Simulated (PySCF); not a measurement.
# C3H7GeN: the cost of one run

The runs use PySCF 2.14.0, with density-fitted response routines of our own; the level of theory stands in each step. All values are computed, except where a source is named. Atoms count from 0, in the outputs and in this text.

## Step 1: The starting structure

12 atoms, charge 0, multiplicity 1; geometry from: GFN2-xTB. The atoms were then displaced at random by about 0.01 Å, so the start is not that level's minimum.

Bonds of the start (Å): C0–C1 1.17, C1–Ge2 1.91, Ge2–C3 1.93, Ge2–N4 1.83, C0–H5 1.09, Ge2–H6 1.52, C3–H7 1.09, C3–H8 1.13, C3–H9 1.07, N4–H10 1.01, N4–H11 0.99.

## Step 2: Geometry optimisation at PBE0-D3(BJ)/def2-SVP

The job: settings as JSON, then the geometry in Å.

```
{"job": {"xc": "PBE0", "basis": "def2-SVP", "d3": "d3bj", "grid": 1, "shake": 0.01, "kind": "geom"}, "charge": 0, "multiplicity": 1}
C     -1.246910     2.506030    -0.159920
C     -0.665860     1.531140     0.126500
Ge     0.313590    -0.063280     0.508210
C     -0.709630    -1.643800     0.075900
N      1.884900    -0.175450    -0.430890
H     -1.811150     3.409640    -0.401950
H      0.763080     0.026350     1.960910
H     -1.021800    -1.623730    -0.972420
H     -1.647410    -1.683500     0.701400
H     -0.168120    -2.550930     0.268570
H      2.542090     0.578580    -0.279670
H      1.806910    -0.339340    -1.405660
```

Command:

```sh
$ OMP_NUM_THREADS=1 python probes_run.py task.json out
```

This one command runs all jobs of the session in turn.

Q: Estimate the wall time and peak memory of this first job on 1 thread of Arm Neoverse V1, shared host.

About 55 s, with a peak of 0.51 GiB.
